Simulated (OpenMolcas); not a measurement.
# Re⁴⁺ among point charges: CASSCF and CASPT2 levels and susceptibility

Aim: the splitting of the states of Re⁴⁺ in the field of 6 point charges, its lowest levels with spin-orbit coupling and its magnetic susceptibility.

Program: OpenMolcas 26.06. Level of theory: state-averaged CASSCF and CASPT2, spin-orbit coupling by RASSI with atomic mean-field integrals. These are calculated values, not measurements, unless marked.

## Step 1: Starting point

```
Species                           : Re⁴⁺ (rhenium, Z = 75, 71 electrons)
Basis                             : ANO-RCC-VDZP [7s6p4d2f1g], 68 functions
Scalar Hamiltonian                : DKH2, point nucleus
Inactive shells                   : 1s 2s 2p 3s 3p 3d 4s 4p 4d 4f 5s 5p
Active space                      : 3 electrons in 5 orbitals (5d)
Some configurations of this space : 5d³
Orbitals                          : optimised for each spin and parity, averaged over all roots
```

Outer shells as boxes (Hund's rule):

5d3
```
5d [↑ ][↑ ][↑ ][  ][  ]
```

The ion sits among 6 point charges of -1.7 e arranged as a tetragonal octahedron (D4h), 2.13 Å from the ion, with the axial distance 2.449 Å.

Each step is its own input file, run in one work folder so that later steps find the files of earlier ones. Labels, J, g values, rates, χT and fits are worked out afterwards by a script from the matrices that RASSI stores. The input lists half of the charges; inversion (Group=XYZ) makes the rest.

## Step 2: One- and two-electron integrals

a.inp reads:

```
&GATEWAY
Coord
1

Re 0.0 0.0 0.0
Basis=ANO-RCC-VDZP
Group=XYZ
NoMove
AngMom=0.0 0.0 0.0
AMFI
XField
3 Angstrom 0
2.130000 0.000000 0.000000 -1.700000
0.000000 2.130000 0.000000 -1.700000
0.000000 0.000000 2.449500 -1.700000
&SEWARD
```

The run is started by

```console
$ OMP_NUM_THREADS=1 MOLCAS_MEM=1689 MOLCAS_PROJECT=a pymolcas a.inp > a.log
```

## Step 3: CASSCF: quartets of even parity, 10 roots

a.inp reads:

```
&RASSCF
FileOrb=start.orb
Symmetry=1
Spin=4
nActEl=3 0 0
Inactive=15 19
Ras2=5 0
CIRoot=10 10 1
SDav=10
CIMx=300
Iter=120 100
PrWF=0.3
OrbListing=Nothing
MaxOrb=0
>>> COPY $Project.JobIph JOB001
```

start.orb holds the contracted functions of the basis, ordered by shell, or the orbitals of the step before.

## Step 4: CASSCF: doublets of even parity, 40 roots

a.inp reads:

```
&RASSCF
FileOrb=start.orb
Symmetry=1
Spin=2
nActEl=3 0 0
Inactive=15 19
Ras2=5 0
CIRoot=40 40 1
SDav=40
CIMx=300
Iter=120 100
PrWF=0.3
OrbListing=Nothing
MaxOrb=0
>>> COPY $Project.JobIph JOB002
```

## Step 5: RASSI: spin-orbit coupling between the states

a.inp reads:

```
&RASSI
NrOfJobIphs=2 10 40
1 2 3 4 5 6 7 8 9 10
1 2 3 4 5 6 7 8 9 10 11 12 13 14 15 16 17 18 19 20 21 22 23 24 25 26 27
28 29 30 31 32 33 34 35 36 37 38 39 40
IphNames
JOB001
JOB002
EJob
SpinOrbit
DIPRint=1.0
SOCoupling=1000.0
Subsets=2
Property=9
'ANGMOM' 1 'ANGMOM' 2 'ANGMOM' 3 'MLTPL  1' 1 'MLTPL  1' 2 'MLTPL  1' 3
'AMFI' 1 'AMFI' 2 'AMFI' 3
SOProperty=3
'ANGMOM' 1 'ANGMOM' 2 'ANGMOM' 3
```

## Step 6: CASPT2: IPEA 0.25, imaginary shift 0.1 (closed shells correlated: 5s 5p)

a.inp reads:

```
>>> COPY JOB001 $Project.JobIph
&CASPT2
Multistate=10 1 2 3 4 5 6 7 8 9 10
NoMult
Frozen=14 16
IPEA=0.25
Imaginary=0.1
MaxIter=60
WThr=0.0 0.3 0.05
PrWF=0.5
NoMix
>>> COPY JOB002 $Project.JobIph
&CASPT2
Multistate=40 1 2 3 4 5 6 7 8 9 10 11 12 13 14 15 16 17 18 19 20 21 22
23 24 25 26 27 28 29 30 31 32 33 34 35 36 37 38 39 40
NoMult
Frozen=14 16
IPEA=0.25
Imaginary=0.1
MaxIter=60
WThr=0.0 0.3 0.05
PrWF=0.5
NoMix
```

(Steps that only read results are left out.)

Before running it: what results should come out? Wanted: spin-free ground state; first state of the same spin within the active space; lowest level; next level.

The runs gave:

| quantity | value |
| --- | --- |
| method | SS-CASPT2, IPEA 0.25, imaginary shift 0.1 (closed shells correlated: 5s 5p) |
| spin-free ground state | 4B1, 1-fold in its orbital part |
| first state of the same spin within the active space | 4E at 5390 cm⁻¹ |
| lowest level | 2-fold E3/2, g = 0.41, 1.36, 1.36 |
| next level | 1008.2 cm⁻¹ |
| χT at 300 K | 0.16 cm³ K/mol |
| effective moment at 300 K | 1.12 μB |

Cost by method:

```
                                              method  time of its own steps  time with the reference
                                           A. CASSCF                  6.8 s                    6.8 s
B. SS-CASPT2, IPEA 0.25, imaginary shift 0.1, +5s 5p                  3.5 s                     10 s
```

Times are of one thread on a shared host.

The spin-free ground state (4B1) comes to 100 % from free-ion F terms and keeps the highest spin of the shell. χT at 300 K is 0.16, against 1.88 cm³ K/mol for the spin alone, so spin-orbit coupling lowers it. The field of point charges can differ much from that of real complexes. This is an electrostatic model: the charges have no orbitals.
